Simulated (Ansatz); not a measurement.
# AlH₃Se: a rigid scan of the angle H4–Al1–Se2

How does the energy rise as the angle H4–Al1–Se2 leaves its equilibrium value, and do density functionals follow CCSD(T)? No other atom is relaxed.

Method: single points in def2-TZVPP; program: Ansatz 0.2.0, Gaussian basis.

Levels: PBE-D4, r2SCAN-D4, PBE0-D4, B3LYP-D4, wB97M-V, Hartree-Fock, MP2, CCSD, CCSD(T). The scan takes 101.2, 105.7, 110.2, 114.7, 119.2, 123.7, 128.2, 132.7, 137.2°.

Cores are frozen in the correlated methods. Filled d shells of the heavier atoms are correlated. B3LYP uses VWN-RPA correlation.

37 further runs of the same task are left out: 37 set aside as unsound or not needed.

## (1) The system as given

The minimum, relaxed at PBE0-D4: SMILES `[AlH2][SeH]`, 5 atoms, charge 0, spin multiplicity 1.

Atoms are counted from 1 here; the program's logs count them from 0.

Bond lengths: Al1–Se2 2.314 Å, Al1–H3 1.579 Å, Al1–H4 1.580 Å, Se2–H5 1.469 Å. Angles: Se2–Al1–H3 116.3°, Se2–Al1–H4 119.2°, H3–Al1–H4 124.5°, Al1–Se2–H5 92.2°.

Coordinates:

```csv
atom,x (Å),y (Å),z (Å)
Al1,-0.43524,-0.53073,0.16683
Se2,0.87029,1.34657,0.52290
H3,-1.23675,-1.07267,1.41509
H4,-0.47410,-1.18097,-1.27277
H5,1.32560,1.36409,-0.87355
```

Energies of the minimum (eV), from earlier single points: PBE-D4 -71982.67111, r2SCAN-D4 -71995.29256, PBE0-D4 -71985.49626, B3LYP-D4 -71998.26335, wB97M-V -71991.96476, CCSD(T) -71945.40746.

At the minimum the angle H4–Al1–Se2 is 119.2°.

## (2) H4–Al1–Se2 = 101.2°

File ccsdt-tzvpp/in.yaml:

```yaml
crystal:
  periodic: [false, false, false]
  atoms:
    - {symbol: Al, position_ang: [-0.435238, -0.530732, 0.166825]}
    - {symbol: Se, position_ang: [0.870291, 1.346572, 0.522905]}
    - {symbol: H, position_ang: [-1.236754, -1.072666, 1.415089]}
    - {symbol: H, position_ang: [-0.163318, -0.807641, -1.364884]}
    - {symbol: H, position_ang: [1.325602, 1.364093, -0.873549]}
basis:
  gaussian: {orbitals: def2-TZVPP}
correlation: {method: ccsd_t}
```

No record of the launch command was kept for these runs.

The runs that follow: H4–Al1–Se2 = 105.7°; H4–Al1–Se2 = 110.2°; H4–Al1–Se2 = 114.7°; H4–Al1–Se2 = 119.2°; H4–Al1–Se2 = 123.7°; H4–Al1–Se2 = 128.2°; H4–Al1–Se2 = 132.7°; H4–Al1–Se2 = 137.2°.

Before running it: what results should come out? Wanted: highest point, CCSD(T); lowest point, CCSD(T); minimum along the scan, CCSD(T); RMS deviation from CCSD(T); largest T1 diagnostic.

The runs gave:

```
                       quantity                                                                                        value
         highest point, CCSD(T)                                                                           184 meV at 101.2 °
          lowest point, CCSD(T)                                                                             0 meV at 119.2 °
minimum along the scan, CCSD(T)                                                                                      119.6 °
                curvature there                                                                                1.06 meV/deg²
     RMS deviation from CCSD(T)  PBE-D4 8, r2SCAN-D4 3, PBE0-D4 5, B3LYP-D4 1, wB97M-V 5, Hartree-Fock 13, MP2 3, CCSD 1 meV
          largest T1 diagnostic                                                                                        0.010
```

In words: A polynomial through the near points puts the CCSD(T) minimum 0.4° above the PBE0-D4 value. Curvature against CCSD(T): PBE-D4 -7 %, Hartree-Fock +13 %. Best along the scan: B3LYP-D4. Worst: Hartree-Fock.
